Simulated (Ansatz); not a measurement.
# C2H7FN2Si: one species, many methods

The task here is to estimate one member of a computed series from the others.

Method: functionals in def2-TZVPP, the program's frozen cores in correlated methods; program: Ansatz 0.2.0, Gaussian basis.

The runs, in order: PBE-D4, r2SCAN-D4, PBE0-D4, B3LYP-D4, ωB97X-V, ωB97M-V, B2PLYP; CCSD(T)/def2-TZVPP; MP2/def2-QZVPP; extrapolation to the limit.

### Structure used throughout

An earlier PBE0-D4 in a triple-zeta def2 set relaxation fixed the geometry.

SMILES `NC/C(F)=N/[SiH3]`, 13 atoms, charge 0, spin multiplicity 1.

Atoms are counted from 1 here; the program's logs count them from 0.

Bond lengths: N1–C2 1.437 Å, N1–H7 1.013 Å, N1–H8 1.013 Å, C2–C3 1.502 Å, C2–H9 1.096 Å, C2–H10 1.096 Å, C3–F4 1.360 Å, C3–N5 1.237 Å, N5–Si6 1.734 Å, Si6–H11 1.487 Å, Si6–H12 1.484 Å, Si6–H13 1.484 Å. Angles: C2–N1–H7 109.9°, C2–N1–H8 109.9°, H7–N1–H8 105.8°, N1–C2–C3 116.1°, N1–C2–H9 110.2°, N1–C2–H10 110.2°, C3–C2–H9 107.3°, C3–C2–H10 107.3°, H9–C2–H10 105.1°, C2–C3–F4 109.7°, C2–C3–N5 127.3°, F4–C3–N5 123.0°, C3–N5–Si6 131.6°, N5–Si6–H11 114.8°, N5–Si6–H12 107.0°, N5–Si6–H13 107.0°, H11–Si6–H12 109.2°, H11–Si6–H13 109.3° and more.

As a file:

```xyz
13
C2H7FN2Si
N    -1.9405    0.9029   -0.9747
C    -0.5672    0.8747   -1.3963
C     0.3934    0.1840   -0.4714
F     1.6488    0.2343   -0.9930
N     0.1327   -0.3617    0.6075
Si    1.1404   -1.1846    1.7538
H    -2.0145    1.3559   -0.0718
H    -2.2780   -0.0421   -0.8367
H    -0.4819    0.3908   -2.3756
H    -0.1972    1.8946   -1.5487
H     2.5788   -1.2534    1.3840
H     0.6046   -2.5613    1.8918
H     1.0010   -0.4689    3.0459
```

The first run:

in.yaml

```yaml
crystal:
  periodic: [false, false, false]
  atoms:
    - {symbol: N, position_ang: [-1.940454, 0.902902, -0.974715]}
    - {symbol: C, position_ang: [-0.567224, 0.874730, -1.396328]}
    - {symbol: C, position_ang: [0.393432, 0.183960, -0.471399]}
    - {symbol: F, position_ang: [1.648782, 0.234292, -0.992966]}
    - {symbol: N, position_ang: [0.132717, -0.361737, 0.607503]}
    - {symbol: Si, position_ang: [1.140402, -1.184599, 1.753786]}
    - {symbol: H, position_ang: [-2.014453, 1.355919, -0.071774]}
    - {symbol: H, position_ang: [-2.277967, -0.042116, -0.836713]}
    - {symbol: H, position_ang: [-0.481935, 0.390839, -2.375616]}
    - {symbol: H, position_ang: [-0.197227, 1.894632, -1.548705]}
    - {symbol: H, position_ang: [2.578817, -1.253359, 1.384025]}
    - {symbol: H, position_ang: [0.604554, -2.561276, 1.891799]}
    - {symbol: H, position_ang: [1.000956, -0.468887, 3.045904]}
basis:
  gaussian: {orbitals: def2-TZVPP}
hamiltonian: {xc: pbe, dispersion: d4}
output: {forces: true, orbitals: {seedname: orbitals}}
```

Command:

```console
> ansatz run in.yaml --threads 2 --pin off --events-out ev --progress --plain --max-ram 22528MiB --backend cuda --devices 0, --max-vram 18GiB
```

Steps of the session up to this table: PBE-D4 (GGA); r2SCAN-D4 (meta-GGA); PBE0-D4 (hybrid); B3LYP-D4 (hybrid); ωB97X-V (range-separated); ωB97M-V (range-separated); B2PLYP (double hybrid); CCSD(T) in def2-TZVPP; MP2 in def2-QZVPP.

One of the session's tables, all rows but one given; the rest of the session is left out.

It belongs to the step «Atomisation energies». 

```
            method  atomisation energy (eV)
            PBE-D4                   51.173
         r2SCAN-D4                   49.790
           PBE0-D4                   49.929
          B3LYP-D4                   50.019
           ωB97X-V                   50.145
           ωB97M-V                   50.074
            B2PLYP                        ?
     HF/def2-TZVPP                   34.568
    MP2/def2-TZVPP                   49.091
   CCSD/def2-TZVPP                   47.400
CCSD(T)/def2-TZVPP                   48.252
           MP2/CBS                   50.570
       CCSD(T)/CBS                   49.731
```

Q: Estimate the row for B2PLYP from the others.

As computed: atomisation energy (eV): 49.353. In the column «atomisation energy (eV)» it lies between MP2/def2-TZVPP (49.091) and CCSD(T)/CBS (49.731).
